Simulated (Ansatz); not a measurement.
**GaSO radical (SMILES [O]1[S][Ga]1): one structure at several levels**

An exercise on one series of results from a longer session: the logs are not shown, and one member is left open.

Program: Ansatz 0.2.0, Gaussian basis. Level of theory: single points in def2-TZVPP. These are calculated values, not measurements.

Correlated methods freeze the cores. Filled d shells of the heavier atoms are correlated. Orbitals are unrestricted.

**The starting structure**

SMILES `[O]1[S][Ga]1`, 3 atoms, charge 0, spin multiplicity 2.

Atoms are counted from 1 here; the program's logs count them from 0.

Bond lengths: O1–S2 1.678 Å, O1–Ga3 1.955 Å, S2–Ga3 2.586 Å. Angles: S2–O1–Ga3 90.4°, O1–S2–Ga3 49.1°, O1–Ga3–S2 40.5°.

Geometry (Å):

```xyz
3
GaOS
O     0.5598    0.5388    0.3675
S    -0.9017    0.8348   -0.4014
Ga    0.3591   -1.3786    0.0428
```

The first run:

File run/in.yaml:

```yaml
crystal:
  periodic: [false, false, false]
  atoms:
    - {symbol: O, position_ang: [0.559799, 0.538820, 0.367490]}
    - {symbol: S, position_ang: [-0.901677, 0.834805, -0.401388]}
    - {symbol: Ga, position_ang: [0.359114, -1.378643, 0.042795]}
basis:
  gaussian: {orbitals: def2-TZVPP}
magnetization: {spin_polarized: true, initial_magnetization: 1}
hamiltonian: {xc: pbe, dispersion: d4}
output: {forces: true}
```

On the command line:

```
$ ansatz run in.yaml --threads 2 --pin off --events-out ev --progress --plain --max-ram 3481MiB
```

Among the steps run: PBE-D4/def2-TZVPP; r2SCAN-D4/def2-TZVPP; PBE0-D4/def2-TZVPP; wB97M-V/def2-TZVPP; CCSD(T)/def2-TZVPP.

One of the session's tables, all rows but one given; the rest of the session is left out.

| method | RMS force component (eV/Å) | angle to CCSD(T) forces (°) | dipole (D) |
| --- | --- | --- | --- |
| PBE-D4 | ? | ? | ? |
| r2SCAN-D4 | 0.787 | 5.6 | 1.55 |
| PBE0-D4 | 0.963 | 3.4 | 1.74 |
| wB97M-V | 0.939 | 4.7 | 1.85 |
| CCSD(T) | 0.632 | reference | 1.68 |

**Question.** Estimate the row for PBE-D4.

**Answer.** RMS force component (eV/Å): 0.617; angle to CCSD(T) forces (°): 25.7; dipole (D): 1.58. In the column «RMS force component (eV/Å)» it is the lowest.
